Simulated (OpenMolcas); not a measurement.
# Br2 (SMILES BrBr): HF/ANO-R3 (DKH2, RICD fitting), part 1 of 2

Aim: the vertical singlet–triplet gap of Br2 at HF/ANO-R3 (DKH2, RICD fitting), from 2 runs. 

Program for the calculation: OpenMolcas 26.06.

**1. The molecule**

The species is Br2 (2 atoms), meant as a singlet with charge 0. As SMILES, `BrBr`. The shape is that of a GFN2-xTB optimisation.

Bond lengths: Br1–Br2 2.282 Å.

**2. The energy at HF/ANO-R3 (DKH2, RICD fitting)**

File job.inp:

```
&GATEWAY
 Coord
 2
 bohr
 Br     1.83893029    -0.61499247     0.94219855
 Br    -1.83893029     0.61499247    -0.94219855
 Basis=ANO-R3
 Group=NoSym
 RICD

&SEWARD
 Relativistic=R02O02
 Expert

&SCF
 PrOrbitals=0
```

Run with:

```bash
export MOLCAS_MEM=1860
pymolcas job.inp > job.log
```

Output:

```text
--- Start Module: gateway ---

                                              &GATEWAY

                       available to each process: 1.9 GB of memory, 1 thread

++    Symmetry information:
      ---------------------

                    Character Table for C1

                             E
                    a        1  x, y, xy, Rz, z, xz, Ry, yz, Rx, I
--

++    Basis set information:
      ----------------------

      Basis set label: BR.ANO-R...7S6P5D4F2G.

      Electronic valence basis set:
      ------------------
      Associated Effective Charge  35.000000 au
      Associated Actual Charge     35.000000 au
      Nuclear Model: Finite nucleus - Gaussian distribution
        Gaussian exponent, Xi/bohr**(-2):  2.43055E+08

      Shell  nPrim  nBasis  Cartesian Spherical Contaminant
         s      21       7        X
         p      15       6        X
         d       9       5                 X
         f       7       4                 X
         g       5       2                 X
--

++    Molecular structure info:
      -------------------------

                    ************************************************
                    **** Cartesian Coordinates / bohr, angstrom ****
                    ************************************************

     Center  Label                x              y              z                     x              y              z
        1      BR1              1.838930      -0.614992       0.942199              0.973120      -0.325440       0.498590
        2      BR2             -1.838930       0.614992      -0.942199             -0.973120       0.325440      -0.498590
--

            Nuclear Potential Energy            284.11283855 au

--- Stop Module: gateway /rc=_RC_ALL_IS_WELL_ ---
--- Module gateway spent 8 seconds ---

--- Start Module: seward ---

                                              &SEWARD

                       available to each process: 1.9 GB of memory, 1 thread

 ###############################################################################
 ###    WARNING:  EXPERT option is ON!                                       ###
 ###############################################################################
               SEWARD will generate:
                  Multipole Moment integrals up to order  2
                  Kinetic Energy integrals
                  Nuclear Attraction integrals (finite nuclei - Gaussian type)
                  One-Electron Hamiltonian integrals
                  Velocity integrals
                  Relativistic Douglas-Kroll-Hess integrals:
                    - Parametrization         : OPT
                    - DKH order of Hamiltonian: 2
                    - DKH order of Properties : 2
                         - multipole moment operators
                         - electric potential operators
                         - contact operators
                  Orbital angular momentum around ( -0.0000   0.0000  -0.0000 )
                  Velocity quadrupole around ( -0.0000   0.0000  -0.0000 )
                  Atomic mean-field integrals
                  RI decomposed two-electron repulsion integrals stored Cholesky style
                   - acCD auxiliary basis
                   - CD Threshold:   1.00E-04

                   Integrals are discarded if absolute value <: 1.00E-14
                   Integral cutoff threshold is set to       <: 1.00E-16

            Nuclear Potential Energy            284.11283855 au

      Basis set specifications :
      Symmetry species         a
      Basis functions          192

 Post_2Center_RI
 Detected lin. dependences in the auxiliary basis.
 # of AuxBas before l. d. removal:   2868
 # of AuxBas after  l. d. removal:   2754

--- Stop Module: seward /rc=_RC_ALL_IS_WELL_ ---
--- Module seward spent 38 seconds ---

--- Start Module: scf ---

                                                &SCF

                       available to each process: 1.9 GB of memory, 1 thread

++    Input section:
      --------------

      Header of the integral files:

      Cartesian coordinates in angstrom:
      -----------------------------------------------------
      No.  Label        X            Y            Z
      -----------------------------------------------------
       1   BR1        0.97312000  -0.32544000   0.49859000
       2   BR2       -0.97312000   0.32544000  -0.49859000
      -----------------------------------------------------
      Nuclear repulsion energy =  284.11283855
--

++    Orbital specifications:
      -----------------------

      Symmetry species               1
                                     a
      Frozen orbitals                0
      Occupied orbitals             35
      Secondary orbitals           157
      Deleted orbitals               0
      Total number of orbitals     192
      Number of basis functions    192
--

      Molecular charge                           0.000

++    Optimization specifications:
      ----------------------------

      SCF Algorithm: LK-RI/DF
      LK screening threshold:                     4.50E-02
      Local-Exchange (LK) algorithm.
       - the density matrix is decomposed
      The actual AO density is used
      Number of density matrices in core                 5
      Maximum number of NDDO SCF iterations            400
      Maximum number of HF SCF iterations              400
      Threshold for SCF energy change             1.00E-09
      Threshold for density matrix                1.00E-04
      Threshold for Fock matrix                   1.50E-04
      Threshold for linear dependence             1.00E-09
      Threshold at which DIIS is turned on        1.50E-01
      Maximum depth in the DIIS procedure                5
      Maximum depth in the BFGS Hessian update          30
      Threshold at which QNR/C2DIIS is turned on  7.50E-02
      Threshold for Norm(delta) (QNR/C2DIIS)      1.00E-03
      All orbitals punched on: SCFORB
--

      Input vectors read from INPORB
      Orbital file label: *Guess orbitals

++ Convergence information
                                   SCF        iterations: Energy and convergence statistics

Iter     Tot. SCF        One-elec.       Two-elec.     Energy      Max Dij or  Max Fij      DNorm      TNorm      AccCon     Time
         Energy          Energy          Energy        Change      Delta Norm                                                in Sec.

 The total and one-electron energies are shifted by a value of      5000. a.u.

   1  -208.326637483 -2808.966514844  2316.527038813   0.00E+00    1.95E-01*   4.36E-01*    1.20E+01   6.85E+02   None         2.
   2  -208.425948060 -2814.723833980  2322.185047371  -9.93E-02*   5.86E-02*   3.16E-02*    1.20E+01   6.86E+02   EDIIS        2.
   3  -208.434904616 -2811.200767165  2318.653024001  -8.96E-03*   2.06E-02*   1.19E-02*    1.20E+01   6.85E+02   c2DIIS       2.
   4  -208.438410418 -2812.625550202  2320.074301235  -3.51E-03*   5.74E-03*   3.02E-03*    1.20E+01   6.85E+02   QNRc2DIIS    2.
   5  -208.438494504 -2812.468151638  2319.916818585  -8.41E-05*   3.59E-03*   1.27E-03*    1.20E+01   6.85E+02   QNRc2DIIS    3.
   6  -208.438506196 -2812.576039109  2320.024694365  -1.17E-05*   4.99E-04    4.32E-04*    1.20E+01   6.85E+02   QNRc2DIIS    2.
   7  -208.438507530 -2812.518621214  2319.967275136  -1.33E-06*   8.47E-05    2.33E-05     1.20E+01   6.85E+02   QNRc2DIIS    3.
   8  -208.438507541 -2812.519900593  2319.968554504  -1.12E-08*   5.25E-06    5.78E-06     1.20E+01   6.85E+02   QNRc2DIIS    3.
   9  -208.438507541 -2812.519769743  2319.968423654  -7.91E-11    1.78E-06    1.47E-06     1.20E+01   6.85E+02   QNRc2DIIS    3.

       Convergence after   9 Iterations
--

 *****************************************************************************************************************************
 *                                             SCF/KS-DFT Program, Final results                                             *
 *                                                       Final Results                                                       *
 *****************************************************************************************************************************

::    Total SCF energy                              -5208.4385075414
      One-electron energy                           -7812.5197697434
      Two-electron energy                            2319.9684236536
      Nuclear repulsion energy                        284.1128385484
      Kinetic energy (interpolated)                  5572.6462637182
      Virial theorem                                    0.9346436614
      Total spin, S(S+1)                                0.0000000000
      Total spin, S                                     0.0000000000
      Max non-diagonal density matrix element           0.0000014028
      Max non-diagonal Fock matrix element              0.0000000651

      No orbitals printed

++    Molecular charges:
      ------------------

      Mulliken charges per centre
      ---------------------------

                BR1     BR2
      Total   35.0000 35.0000

      N-E     -0.0000  0.0000

      Total electronic charge=   70.000000

      Total            charge=   -0.000000
--

++    Static properties:
      ------------------

      LoProp Charges per center

                   BR1      BR2
      Nuclear     35.0000  35.0000
      Electronic -35.0000 -35.0000

      Total       -0.0000   0.0000
--

++    Natural Bond Order analysis
      ---------------------------
      Based on LoProp computed density
      -------------------------------------------------------------------------------------
      Atom A       Atom B       Bond Order
      -------------------------------------------------------------------------------------
      NBO located      1.016 non-bonded electrons on atom BR1
      NBO located      0.999 non-bonded electrons on atom BR1
      NBO located      1.000 non-bonded electrons on atom BR1
      NBO located      1.000 non-bonded electrons on atom BR1
      NBO located      1.000 non-bonded electrons on atom BR1
      NBO located      1.000 non-bonded electrons on atom BR1
      NBO located      1.000 non-bonded electrons on atom BR1
      NBO located      1.000 non-bonded electrons on atom BR1
      NBO located      1.000 non-bonded electrons on atom BR1
      NBO located      1.000 non-bonded electrons on atom BR1
      NBO located      1.000 non-bonded electrons on atom BR1
      NBO located      1.000 non-bonded electrons on atom BR1
      NBO located      1.000 non-bonded electrons on atom BR1
      NBO located      1.000 non-bonded electrons on atom BR1
      NBO located      1.000 non-bonded electrons on atom BR1
      NBO located      1.016 non-bonded electrons on atom BR2
      NBO located      0.999 non-bonded electrons on atom BR2
      NBO located      1.000 non-bonded electrons on atom BR2
      NBO located      1.000 non-bonded electrons on atom BR2
      NBO located      1.000 non-bonded electrons on atom BR2
      NBO located      1.000 non-bonded electrons on atom BR2
      NBO located      1.000 non-bonded electrons on atom BR2
      NBO located      1.000 non-bonded electrons on atom BR2
      NBO located      1.000 non-bonded electrons on atom BR2
      NBO located      1.000 non-bonded electrons on atom BR2
      NBO located      1.000 non-bonded electrons on atom BR2
      NBO located      1.000 non-bonded electrons on atom BR2
      NBO located      1.000 non-bonded electrons on atom BR2
      NBO located      1.000 non-bonded electrons on atom BR2
      NBO located      1.000 non-bonded electrons on atom BR2
      The remaining    5.113 electrons are to be considered as diffuse
--

++    Molecular properties:
      ---------------------

      Charge (e):
                      =   -0.0000
      Dipole Moment (debye):
      Origin of the operator (angstrom)=   -0.0000    0.0000   -0.0000
                   X=  1.4487E-11               Y=  1.0226E-09               Z= -1.7967E-10           Total=  1.0384E-09
      Quadrupole Moment (debye*angstrom):
      Origin of the operator (angstrom)=   -0.0000    0.0000   -0.0000
                  XX= -3.3512E+01              XY= -1.1590E+00              XZ=  1.7757E+00              YY= -3.6590E+01
                  YZ= -5.9384E-01              ZZ= -3.6068E+01
      In traceless form (debye*angstrom)
                  XX=  2.8170E+00              XY= -1.7385E+00              XZ=  2.6635E+00              YY= -1.8001E+00
                  YZ= -8.9076E-01              ZZ= -1.0169E+00
--

--- Stop Module: scf /rc=_RC_ALL_IS_WELL_ ---
--- Module scf spent 23 seconds ---

.##################.
.# Happy landing! #.
.##################.

    Timing: Wall=71.01 User=68.57 System=2.43
```

Wall time 71 s (1 thread of Arm Neoverse V1, shared host); peak memory 0.46 GiB.

(Continued in part 2 of 2.)
